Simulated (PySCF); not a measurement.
# A diatomic session: Ga2

One table from this session's results is given with a row withheld; the runs are named, their logs left out.

Program: PySCF 2.14.0. Level of theory: Ga cc-pVDZ-PP with ECP10, scalar-relativistic core potentials. These are calculated values, not measurements.

The first run:

Settings of the job:

```
atoms                         : Ga, Ga
charge                        : 0
basis                         : Ga cc-pVDZ-PP with ECP10
Hamiltonian                   : scalar-relativistic core potentials
basis functions               : 46
electrons treated             : 42
masses in u                   : 68.9256, 68.9256
levels                        : PBE0, PBE, r²SCAN, MN15, r²SCAN0, BP86, HF, MP2, SCS-MP2, CCSD, CCSD(T)
grid                          : 80 radial by 434 angular points
occupations                   : held fixed by the projection of orbital angular momentum
dissociation limit            : Ga + Ga, each in its ground configuration
starting distance in angstrom : 2.410
values of 2S to try           : 0, 2
```

On the command line:

```
$ OMP_NUM_THREADS=1 python dia.py task.json out
```

Steps of the session up to this table: Input; First curve: PBE0; Excited determinants; PBE (GGA); r²SCAN (meta-GGA); MN15 (hybrid meta-GGA); r²SCAN0; BP86; UHF (mean field); MP2 and coupled cluster.

One of the session's tables, all rows but one given; the rest of the session is left out.

It belongs to the step «The curves together». Energy (eV) from each level's lowest point:

| R (Å) | UHF | UHF-MP2 | UHF-SCS-MP2 | UHF-CCSD | UHF-CCSD(T) |
| --- | --- | --- | --- | --- | --- |
| 2.341 | 0.478 | 0.401 | 0.407 | n/a | n/a |
| 2.450 | 0.226 | 0.171 | 0.175 | 0.200 | 0.197 |
| 2.559 | ? | ? | ? | ? | ? |
| 2.640 | 0.024 | 0.008 | 0.008 | 0.017 | 0.016 |
| 2.722 | 0.000 | 0.000 | 0.000 | 0.000 | 0.000 |
| 2.804 | 0.002 | 0.017 | 0.017 | 0.009 | 0.009 |
| 2.913 | 0.035 | 0.069 | 0.070 | 0.049 | 0.050 |
| 3.049 | 0.111 | 0.166 | 0.169 | 0.131 | 0.131 |
| 3.212 | 0.235 | 0.310 | 0.316 | 0.257 | 0.254 |
| 3.430 | 0.430 | 0.522 | 0.536 | n/a | n/a |

Q: Estimate the row for R (Å) = 2.559 from the others.

Worked estimate for «UHF». A straight line through the neighbours (2.450, 0.226) and (2.640, 0.024) gives 0.226 + (0.024 − 0.226) × (2.559 − 2.450) / (2.640 − 2.450) = 0.110; a parabola fitted to 4 rows on both sides gives 0.076.

The run gave: UHF: 0.081; UHF-MP2: 0.049; UHF-SCS-MP2: 0.050; UHF-CCSD: 0.066; UHF-CCSD(T): 0.064. In «UHF» the line misses by +0.029 and the parabola by -0.005.
